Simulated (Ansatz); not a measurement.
# CdH2: how the settings move a single-point run

Aim: see which settings change the result for CdH2, by how much, and at what cost. The cell is built on a prototype (fluorite) and needn't be the phase found in nature.

Method: reference: DFT, PBEsol, plane waves, PAW, in Ansatz 0.2.0.

2 further runs of the same task are left out: 2 that didn't finish. Runs told in other sessions of the task aren't counted.

## (1) The starting structure

Symmetry: Fm-3m, No. 225, cubic system. The conventional cell has a = 5.054 Å, b = 5.054 Å, c = 5.054 Å, α = 90.00°, β = 90.00°, γ = 90.00°. Cd (site symmetry m-3m) has 8 H at 2.19 Å in its first shell of neighbours. Around H (site symmetry -43m) lie 4 Cd at 2.19 Å.

Coordinates:

```
Cd H
1.0
     0.00000    2.52717    2.52717
     2.52717    0.00000    2.52717
     2.52717    2.52717    0.00000
Cd H
1 2
Cartesian
  0.0000 0.0000 0.0000
  1.2636 1.2636 1.2636
  3.7908 3.7908 3.7908
```

## (2) The reference run

The input, input.yaml:

```yaml
crystal:
  lattice:
    - [0.0, 2.5271675656, 2.5271675656]
    - [2.5271675656, 0.0, 2.5271675656]
    - [2.5271675656, 2.5271675656, 0.0]
  atoms:
    - { symbol: Cd, position: [0.0, 0.0, 0.0] }
    - { symbol: H, position: [0.25, 0.25, 0.25] }
    - { symbol: H, position: [0.75, 0.75, 0.75] }
kpoints:
  mp_grid: { grid: [6, 6, 6] }
hamiltonian:
  xc: pbesol
scf:
  occupations: { method: fermi_dirac, width: 0.02 }
  n_extra_bands: 4
output:
  forces: true
  stress: true
  eigenvalues: true
```

Run with:

```bash
$ ansatz run input.yaml --threads 4 --pin off --max-ram 3686MiB --backend cpu --events-out ev --progress --plain --runs-dir out
```

## (3) Changing settings: preconditioner none

input.yaml, as its differences from that of step 2:

```diff
@@ -16,2 +16,3 @@
   n_extra_bands: 4
+  mixing: { preconditioner: none }
 output:
```

Q: Predict the outcome of this session. Wanted: for each run, ending; energy change; pressure; gap; force.

The runs gave:

```tsv
run	ending	energy change	pressure (GPa)	gap (eV)	force (eV/Å)	cycles	time
reference	converged	0	-1.9	0.00	0.00	7	0.57 s
1: preconditioner none	converged	0.0 meV/atom	-1.9	0.00	0.00	6	0.54 s
```

Residual by cycle in the longest SCF loop of each run; runs are numbered as in the table. The quantity is the density residual dr2, in eV.

```tsv
cycle	reference	run 1
1	0.0235	0.0235
2	0.02	3.6e-4
3	0.00358	5.7e-5
4	3.0e-4	1.0e-5
5	1.2e-5	8.6e-8
6	2.0e-7	9.0e-10
7	3.2e-9	-
```

What this shows: With the changed mixing the energy agrees within 0.5 meV/atom. Cost: 6 SCF cycles against 7.
